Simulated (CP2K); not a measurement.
Here is a CP2K 2026.2 calculation.

The input ruau_scf.inp:

```
&GLOBAL
  PROJECT ruau_scf
  RUN_TYPE ENERGY_FORCE
  PRINT_LEVEL LOW
&END GLOBAL
&FORCE_EVAL
  METHOD QS
  STRESS_TENSOR ANALYTICAL
  &DFT
    BASIS_SET_FILE_NAME BASIS_MOLOPT_UZH
    POTENTIAL_FILE_NAME POTENTIAL_UZH
    &MGRID
      CUTOFF 500
      REL_CUTOFF 60
      NGRIDS 5
    &END MGRID
    &QS
      METHOD GPW
      EPS_DEFAULT 1.0E-10
    &END QS
    &KPOINTS
      SCHEME MONKHORST-PACK 8 8 8
      GAMMA_CENTERED T
      SYMMETRY T
      SYMMETRY_BACKEND SPGLIB
    &END KPOINTS
    &SCF
      SCF_GUESS ATOMIC
      EPS_SCF 1.0E-6
      MAX_SCF 100
      ADDED_MOS 16
      CHOLESKY OFF
      EPS_EIGVAL 1.0E-7
      &DIAGONALIZATION ON
        ALGORITHM STANDARD
      &END DIAGONALIZATION
      &MIXING ON
        METHOD BROYDEN_MIXING
        ALPHA 0.4
        BETA 1.5
        NBUFFER 8
      &END MIXING
      &SMEAR ON
        METHOD FERMI_DIRAC
        ELECTRONIC_TEMPERATURE [K] 580.226
      &END SMEAR
    &END SCF
    &XC
      &XC_FUNCTIONAL
        &GGA_X_PBE
        &END GGA_X_PBE
        &GGA_C_PBE
        &END GGA_C_PBE
      &END XC_FUNCTIONAL
    &END XC
    &PRINT
      &KPOINTS ON
      &END KPOINTS
      &MULLIKEN ON
      &END MULLIKEN
      &MO ON
        ENERGIES T
        OCCUPATION_NUMBERS T
        &EACH
          QS_SCF 0
        &END EACH
        ADD_LAST NUMERIC
      &END MO
      &LOWDIN ON
      &END LOWDIN
      &HIRSHFELD ON
        SHAPE_FUNCTION DENSITY
      &END HIRSHFELD
    &END PRINT
  &END DFT
  &SUBSYS
    &CELL
      ABC 3.1648100000 3.1648100000 3.1648100000
      ALPHA_BETA_GAMMA 90.0000000000 90.0000000000 90.0000000000
      PERIODIC XYZ
    &END CELL
    &COORD
      SCALED
      Ru  0.0045850000 -0.0028690000 0.0041200000
      Au  0.4853950000 0.4989660000 0.4970920000
    &END COORD
    &KIND Ru
      BASIS_SET TZVP-MOLOPT-PBE-GTH-q16
      POTENTIAL GTH-PBE-q16
    &END KIND
    &KIND Au
      BASIS_SET TZVP-MOLOPT-PBE-GTH-q11
      POTENTIAL GTH-PBE-q11
    &END KIND
    &PRINT
      &ATOMIC_COORDINATES ON
      &END ATOMIC_COORDINATES
      &CELL ON
      &END CELL
      &SYMMETRY ON
      &END SYMMETRY
    &END PRINT
  &END SUBSYS
  &PRINT
    &FORCES ON
    &END FORCES
    &STRESS_TENSOR ON
    &END STRESS_TENSOR
  &END PRINT
&END FORCE_EVAL
```

Potentials or basis: POTENTIAL_UZH Ru GTH-PBE-q16, Au GTH-PBE-q11; TZVP-MOLOPT-PBE-GTH basis.

Run with:

```console
$ OMP_NUM_THREADS=1 cp2k.psmp -i ruau_scf.inp -o ruau_scf.out
```

(1) Predict the Hirshfeld charges.

(2) Estimate the largest force.

(3) Estimate the Mulliken charges.

(4) What does it give for the band gap on the k mesh?

## Answers

(1) Ru -0.05; Au +0.05 e.

(2) 0.615 eV/Å.

(3) Ru -0.54; Au +0.54 e.

(4) none (metal or under the smearing width).

Caveat: the basis of atomic orbitals isn't converged, which shifts pressures, moduli and gaps.
